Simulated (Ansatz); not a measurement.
Working through an equation of state with a fit of LaBRh3, space group Pm-3m

Computed with the Ansatz DFT code, driven from Python.

Notebook, run cell by cell (the value of a cell's last expression is shown):

```python
from dataclasses import dataclass
import warnings

import ansatz as az
import numpy as np
from scipy.optimize import curve_fit
```

```python
@dataclass
class Options:
    occupations: str = "Fermi-Dirac"
    smearing_width: float = 0.1
    dispersion: str = "d3bj"
    ecut: int = 600
    kgrid: tuple[int, ...] = (6, 6, 6)
```

```python
cfg = Options()
```

```python
VECTORS = np.array([
    [4.242, 0.0, 0.0],
    [0.0, 4.242, 0.0],
    [0.0, 0.0, 4.242],
])
SITES = [
    ("La", (0.0, 0.0, 0.0)),
    ("B", (0.5, 0.5, 0.5)),
    ("Rh", (0.0, 0.5, 0.5)),
    ("Rh", (0.5, 0.0, 0.5)),
    ("Rh", (0.5, 0.5, 0.0)),
]
```

```python
def on_lattice(cell):
    crystal = az.Crystal(lattice=az.Lattice.of(cell))
    for symbol, position in SITES:
        crystal = crystal.atom(symbol, position)
    return crystal
```

```python
def vinet(v, e0, v0, b0, b1):
    eta = (v / v0) ** (1 / 3)
    return e0 + 2 * b0 * v0 / (b1 - 1) ** 2 * (2 - (5 + 3 * b1 * (eta - 1) - 3 * eta) * np.exp(-1.5 * (b1 - 1) * (eta - 1)))
```

```python
warnings.simplefilter("ignore", az.DeckWarning)

volumes, energies = [], []
for scale in np.linspace(0.92, 1.08, 7):
    cell = VECTORS * scale ** (1 / 3)
    base = (
        on_lattice(cell).calculation()
        .occupations(cfg.occupations, width=cfg.smearing_width)
        .functional(az.Functional.R2SCAN, dispersion=cfg.dispersion)
        .basis(cfg.ecut)
        .kpoints(*cfg.kgrid)
    )
    r = base.run(threads=1, backend="cpu").report
    volumes.append(abs(np.linalg.det(cell)) / len(SITES))
    energies.append(r["free_energy_ev"] / len(SITES))
    print(f"V = {volumes[-1]:8.4f} A^3/atom  F = {energies[-1]:.5f} eV/atom")
```

    V =  14.0453 A^3/atom  F = -5134.33824 eV/atom
    V =  14.4524 A^3/atom  F = -5134.37445 eV/atom
    V =  14.8595 A^3/atom  F = -5134.39405 eV/atom
    V =  15.2666 A^3/atom  F = -5134.39934 eV/atom
    V =  15.6737 A^3/atom  F = -5134.39230 eV/atom
    V =  16.0808 A^3/atom  F = -5134.37465 eV/atom
    V =  16.4879 A^3/atom  F = -5134.34786 eV/atom

```python
guess = (min(energies), volumes[int(np.argmin(energies))], 0.5, 4.5)
(e0, v0, b0, b1), _ = curve_fit(vinet, np.array(volumes), np.array(energies), p0=guess, maxfev=20000)
print(f"Vinet fit: V0 = {v0:.4f} A^3/atom, B0 = {160.21766 * b0:.1f} GPa, B1 = {b1:.2f}")
print("largest residual", round(1000 * float(np.abs(vinet(np.array(volumes), e0, v0, b0, b1) - energies).max()), 3), "meV/atom")
```

    Vinet fit: V0 = 15.2278 A^3/atom, B0 = 183.8 GPa, B1 = 4.58
    largest residual 0.008 meV/atom

A third-order Birch-Murnaghan fit through the 7 points (the script's own form differs a little) has its minimum at 15.23 Å³ an atom, 0.3 % below the typed cell, with a bulk modulus of 184 GPa and dB/dP = 4.6. From that minimum the energy rises by 61.2 meV an atom on the compressed side and 51.5 meV on the expanded side.

Notes:
- Absolute energies stand on the zero of these potentials, so only differences at equal settings mean something.
- The dispersion term runs with damping parameters of another functional.
- Dispersion corrections can be off by several per cent in the lattices of metals, and by several GPa in the pressure at a fixed cell.
- For a metal this k-point mesh is coarse: on a finer one energies can move by several to tens of meV an atom and pressures by half a GPa or more, differences at one mesh by less.
- The starting cell is as deposited in a crystallographic database; the results hold for this polymorph, which needn't be the stable one.
- The script silences the warnings on its input, which a real study should read.
- Finished in 56 s on 1 thread of Arm Neoverse V2 (shared host), peak memory 0.68 GiB.
